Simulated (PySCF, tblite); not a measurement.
# C5H12Si: geometry, infrared bands and NMR shifts

Aim: predict the infrared bands and NMR shifts of C5H12Si (`C[C@H]1C[Si@@H](C)C1`).

The runs use tblite 0.8.0 and PySCF 2.14.0, with density-fitted response routines of our own; the level of theory stands in each step. All values are computed, except where a source is named. Atoms count from 0, in the outputs and in this text.

## 1. The molecule as given

18 atoms, charge 0, multiplicity 1; geometry from: force field or distance geometry start.

Bonds of the start (Å): C0–C1 1.54, C1–C2 1.56, C2–Si3 1.89, Si3–C4 1.83, Si3–C5 1.88, C5–C1 1.57, C0–H6 1.09, C0–H7 1.09, C0–H8 1.10, C1–H9 1.09, C2–H10 1.10, C2–H11 1.09, Si3–H12 1.47, C4–H13 1.09, C4–H14 1.08, C4–H15 1.09, C5–H16 1.10, C5–H17 1.10.

## 2. Relaxing the molecule with GFN2-xTB

Job settings and geometry (Å):

```
{"job": {"kind": "relax", "xc": "GFN2-xTB", "basis": "xTB"}, "charge": 0, "multiplicity": 1}
C      2.381300    -0.583500    -0.160900
C      1.119100     0.220300    -0.523300
C     -0.090400    -0.655800    -0.976400
Si    -1.233600     0.667400    -0.247100
C     -2.576600    -0.044300     0.775400
C      0.377100     0.854500     0.712200
H      3.147900     0.081700     0.241100
H      2.785500    -1.068000    -1.045200
H      2.162900    -1.355100     0.588100
H      1.399200     0.971700    -1.262000
H     -0.181000    -0.795200    -2.062100
H     -0.192400    -1.626100    -0.480100
H     -1.568700     1.788600    -1.137200
H     -3.012900     0.707500     1.428100
H     -2.228800    -0.856500     1.402100
H     -3.385900    -0.435900     0.155500
H      0.677900     1.884700     0.949900
H      0.410500     0.250300     1.630300
```

Started as:

```bash
$ OMP_NUM_THREADS=1 python probes_run.py task.json out
```

One launch serves the whole session: the jobs run in the order shown.

**Question.** This job is followed by: GFN2-xTB harmonic vibrations, gas phase; GIAO PBE0/pcSseg-1 NMR shielding, non-relativistic, gas phase. Predict these results of the whole session: strongest single infrared mode (GFN2-xTB); zero-point energy (GFN2-xTB); ¹³C shifts against TMS (PBE0/pcSseg-1, means over atoms taken as alike); ¹H shifts against TMS (PBE0/pcSseg-1, means over atoms taken as alike); ²⁹Si shifts against TMS (PBE0/pcSseg-1).

The runs gave:

| quantity | value |
| --- | --- |
| strongest single infrared mode (GFN2-xTB) | 2204 cm⁻¹, 382 km/mol |
| zero-point energy (GFN2-xTB) | 97.0 kcal/mol |
| ¹³C shifts against TMS (PBE0/pcSseg-1, means over atoms taken as alike) | 30.0, 28.8, 23.4, -0.7 ppm |
| ¹H shifts against TMS (PBE0/pcSseg-1, means over atoms taken as alike) | 4.87, 2.40, 1.67, 1.16, 0.88, 0.29 ppm |
| ²⁹Si shifts against TMS (PBE0/pcSseg-1) | -21.4 ppm |

In words: The optimisation took 65 steps and gained 0.328 eV; among the close pairs (by a distance rule), Si3–C4 changed most, from 1.832 to 1.896 Å. All 48 modes are real, so the xTB geometry is a minimum. The strongest single mode, at 2204 cm⁻¹, moves mainly H12. Unscaled tight-binding wavenumbers are off by several per cent, some by more. Its intensities can rank the bands wrongly. At PBE0/pcSseg-1: The largest span, 100 ppm, is at Si3, where the paramagnetic term is -510 ppm.
